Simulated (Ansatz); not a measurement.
# Si₂GeH₇ radical: basis-set convergence

Aim: see how fast density functionals converge with the basis set for Si₂GeH₇ radical.

Method: one geometry, several basis sets; program: Ansatz 0.2.0, Gaussian basis.

The runs, in order: PBE0-D4/def2-SVP; ωB97M-V/def2-SVP; PBE0-D4/def2-QZVPP; ωB97M-V/def2-QZVPP; the functionals' def2-TZVPP values are taken from earlier runs.

### 1 The geometry

An earlier PBE0-D4 in a triple-zeta def2 set relaxation fixed the geometry.

SMILES `[SiH2][GeH2][SiH3]`, 10 atoms, charge 0, spin multiplicity 2.

Atoms are counted from 1 here; the program's logs count them from 0.

Bond lengths: Si1–Ge2 2.371 Å, Si1–H4 1.489 Å, Si1–H5 1.489 Å, Ge2–Si3 2.379 Å, Ge2–H6 1.544 Å, Ge2–H7 1.540 Å, Si3–H8 1.487 Å, Si3–H9 1.486 Å, Si3–H10 1.487 Å. Angles: Ge2–Si1–H4 112.8°, Ge2–Si1–H5 114.4°, H4–Si1–H5 109.6°, Si1–Ge2–Si3 109.9°, Si1–Ge2–H6 110.9°, Si1–Ge2–H7 108.7°, Si3–Ge2–H6 109.7°, Si3–Ge2–H7 110.0°, H6–Ge2–H7 107.5°, Ge2–Si3–H8 109.6°, Ge2–Si3–H9 109.7°, Ge2–Si3–H10 110.8°, H8–Si3–H9 108.8°, H8–Si3–H10 108.9°, H9–Si3–H10 109.0°.

### 2 PBE0-D4 in def2-SVP

in.yaml reads:

```yaml
crystal:
  periodic: [false, false, false]
  atoms:
    - {symbol: Si, position_ang: [-1.908221, 0.629550, -0.839583]}
    - {symbol: Ge, position_ang: [0.377695, 0.792847, -0.230007]}
    - {symbol: Si, position_ang: [1.004393, -1.091599, 1.079714]}
    - {symbol: H, position_ang: [-2.226231, -0.640326, -1.549408]}
    - {symbol: H, position_ang: [-2.419896, 1.784907, -1.627840]}
    - {symbol: H, position_ang: [1.277414, 0.879585, -1.481889]}
    - {symbol: H, position_ang: [0.581690, 2.087882, 0.577387]}
    - {symbol: H, position_ang: [0.764513, -2.337999, 0.305568]}
    - {symbol: H, position_ang: [0.188437, -1.133464, 2.321453]}
    - {symbol: H, position_ang: [2.443206, -1.022484, 1.447605]}
basis:
  gaussian: {orbitals: def2-SVP}
magnetization: {spin_polarized: true, initial_magnetization: 1}
hamiltonian: {xc: pbe0, dispersion: d4}
output: {orbitals: {seedname: orbitals}}
```

Further steps of the session: ωB97M-V in def2-SVP; PBE0-D4 in def2-QZVPP; ωB97M-V in def2-QZVPP.

Q: Predict the results of all the runs planned. Wanted: PBE0-D4: double and triple zeta above quadruple; ωB97M-V: double and triple zeta above quadruple.

As calculated:

| quantity | value |
| --- | --- |
| PBE0-D4: double and triple zeta above quadruple | 14.41, 1.75 eV |
| ωB97M-V: double and triple zeta above quadruple | 14.42, 1.69 eV |

What this shows: For PBE0-D4 the step from double to triple zeta gains 12.66 eV and the next only 1.75 eV. These are total energies; as a rule much of such shifts cancels in differences, which this series doesn't test.
